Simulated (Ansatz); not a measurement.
# ZnAg: the cost of one run

Computed with Ansatz 0.2.0 (DFT LDA, scalar-relativistic, unless a step's input says otherwise).

### 1 The starting structure

The structure is cubic, space group Pm-3m (No. 221). Conventional cell: a = 3.156 Å, b = 3.156 Å, c = 3.156 Å, α = 90.00°, β = 90.00°, γ = 90.00°. Around Zn (site symmetry m-3m) lie 8 Ag at 2.73 Å. Ag (site symmetry m-3m) is surrounded by 8 Zn at 2.73 Å.

As a file:

```
Zn Ag
1.0
     3.15600    0.00000    0.00000
     0.00000    3.15600    0.00000
     0.00000    0.00000    3.15600
Zn Ag
1 1
Cartesian
  1.5780 1.5780 1.5780
  0.0000 0.0000 0.0000
```

Atoms are numbered in the order of the input: Zn1, Ag2.

### 2 The deformed structure

Space group Pm-3m before, P4/mmm after.

### 3 LAPW, all electrons

File input.yaml:

```yaml
crystal:
  lattice:
    - [3.09288, 0.0, 0.0]
    - [0.0, 3.09288, 0.0]
    - [0.0, 0.0, 3.156]
  atoms:
    - { symbol: Zn, position: [0.5, 0.5, 0.5] }
    - { symbol: Ag, position: [0.0, 0.0, 0.0] }
kpoints:
  mp_grid: { grid: [12, 12, 12] }
  band_path:
    path:
      - [0.0, 0.0, 0.0]
      - [0.0, 0.5, 0.0]
      - [0.5, 0.5, 0.0]
      - [0.0, 0.0, 0.0]
      - [0.0, 0.0, 0.5]
      - [0.0, 0.5, 0.5]
      - [0.5, 0.5, 0.5]
      - [0.0, 0.0, 0.5]
      - [0.0, 0.5, 0.0]
    npoints: 5
scf:
  occupations: { method: fermi_dirac, width: 0.03 }
hamiltonian:
  xc: lda
  pseudopotentials: { kind: all_electron, lapw: { basis_error: 0.00025 } }
output:
  forces: true
  stress: true
  eigenvalues: true
```

The run is started by

```
> ansatz run input.yaml --threads 1 --pin off --max-ram 3072MiB --backend cpu --events-out ev --progress --plain --runs-dir out
```

**Question.** How long does this run take on 1 thread of Intel Xeon 6975P-C (Granite Rapids), shared host, and how much memory does it need?

About 32 s, with a peak of 0.86 GiB.
